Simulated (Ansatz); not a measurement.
WS:

```
CELL_PARAMETERS angstrom
3.00789 0.00000 0.00000
0.00000 3.00789 0.00000
0.00000 0.00000 3.00789
ATOMIC_POSITIONS crystal
W 0.50000 0.50000 0.50000
S 0.00000 0.00000 0.00000
```

The cell was built by a generator and needn't be a form met in nature.

* Program: Ansatz 0.2.0
* Task: single point
* Functional: PBE
* Potentials or basis: Ansatz PAW
* Cutoff: 420 eV (not typed: the program's choice for these potentials)
* k mesh: 9 × 9 × 9
* Occupations: fermi-dirac, width 0.05 eV
* Spin: no spin polarisation

On this cell: pressure 0.4 GPa; largest force zero by symmetry; band gap on the k mesh none (metal or under the smearing width).

The same run follows on a disturbed copy (atoms moved at random, drawn with an rms of 0.05 Å):

```xyz
2
Lattice="3.0079 0.0000 0.0000 0.0000 3.0079 0.0000 0.0000 0.0000 3.0079" Properties=species:S:1:pos:R:3 pbc="T T T"
W     1.4818    1.5102    1.4910
S    -0.0282   -0.0301    0.0267
```

Q: What does the disturbed cell give?

A: The energy (extrapolated to zero smearing) moves by +2.7 meV/atom; pressure 0.6 GPa; largest force 0.199 eV/Å; band gap on the k mesh none (metal or under the smearing width).

Forces on the atoms (eV/Å):
```
W   -0.021 -0.133  0.146
S    0.021  0.133 -0.146
```

Stress tensor (GPa, compression positive):
```
 0.59  0.04 -0.05
 0.04  0.65 -0.27
-0.05 -0.27  0.65
```
